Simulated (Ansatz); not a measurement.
# C4H10AlCl: the cost of one run

Program: Ansatz 0.2.0. Level of theory: RKS B3LYP-D4/6-31G. These are calculated values, not measurements.

### 1 The starting structure

Bond lengths (14 of 15 bonds, heavy atoms first): C1–Al2 2.013 Å, Al2–C3 2.036 Å, C3–C4 1.492 Å, C3–C5 1.507 Å, C5–Cl6 1.805 Å, C1–H7 1.133 Å, C1–H8 1.092 Å, C1–H9 1.102 Å, Al2–H10 1.609 Å, C3–H11 1.129 Å, C4–H12 1.055 Å, C4–H13 1.201 Å, C4–H14 1.160 Å, C5–H15 1.131 Å. Angles (14 of 27 angles, heavy atoms first): C1–Al2–C3 120.8°, Al2–C3–C4 107.9°, Al2–C3–C5 109.4°, C4–C3–C5 116.3°, C3–C5–Cl6 110.7°, C1–Al2–H10 118.5°, C3–Al2–H10 120.7°, Al2–C1–H7 105.1°, Al2–C1–H8 107.7°, Al2–C1–H9 107.7°, Al2–C3–H11 104.9°, C4–C3–H11 109.0°, C5–C3–H11 108.7°, C3–C4–H12 114.9°.

Coordinates:

```xyz
16

C     0.7995   -2.4159    0.1008
Al    1.3572   -0.4976    0.3463
C     0.0320    1.0195    0.0481
C    -0.3417    1.0261   -1.3961
C    -1.1028    0.8919    1.0308
Cl   -2.1274    2.3776    1.0207
H    -0.2915   -2.3694   -0.2027
H     1.3947   -2.8328   -0.7145
H     0.8777   -2.9161    1.0794
H     2.8691   -0.1893    0.8036
H     0.6104    1.9598    0.2828
H     0.4706    1.1016   -2.0656
H    -1.1277    1.9115   -1.5997
H    -1.0000    0.0938   -1.6034
H    -0.7187    0.7695    2.0874
H    -1.7243    0.0471    0.8265
```

### 2 Relaxing end A

The input, input.yaml:

```yaml
crystal:
  periodic: [false, false, false]
  atoms:
    - { symbol: C, position_ang: [0.7995, -2.4159, 0.1008] }
    - { symbol: Al, position_ang: [1.3572, -0.4976, 0.3463] }
    - { symbol: C, position_ang: [0.032, 1.0195, 0.0481] }
    - { symbol: C, position_ang: [-0.3417, 1.0261, -1.3961] }
    - { symbol: C, position_ang: [-1.1028, 0.8919, 1.0308] }
    - { symbol: Cl, position_ang: [-2.1274, 2.3776, 1.0207] }
    - { symbol: H, position_ang: [-0.2915, -2.3694, -0.2027] }
    - { symbol: H, position_ang: [1.3947, -2.8328, -0.7145] }
    - { symbol: H, position_ang: [0.8777, -2.9161, 1.0794] }
    - { symbol: H, position_ang: [2.8691, -0.1893, 0.8036] }
    - { symbol: H, position_ang: [0.6104, 1.9598, 0.2828] }
    - { symbol: H, position_ang: [0.4706, 1.1016, -2.0656] }
    - { symbol: H, position_ang: [-1.1277, 1.9115, -1.5997] }
    - { symbol: H, position_ang: [-1.0, 0.0938, -1.6034] }
    - { symbol: H, position_ang: [-0.7187, 0.7695, 2.0874] }
    - { symbol: H, position_ang: [-1.7243, 0.0471, 0.8265] }
basis:
  gaussian: { orbitals: "6-31G" }
hamiltonian:
  xc: b3lyp
  dispersion: d4
relax:
  f_tol: 0.015
  max_steps: 40
```

Run with:

```console
ansatz run input.yaml --threads 1 --pin off --max-ram 2048MiB --backend cpu --events-out ev --progress --plain --runs-dir out
```

What time and memory should one allow on 1 thread of Arm Neoverse V1, shared host?

About 3.7 min, with a peak of 0.22 GiB.
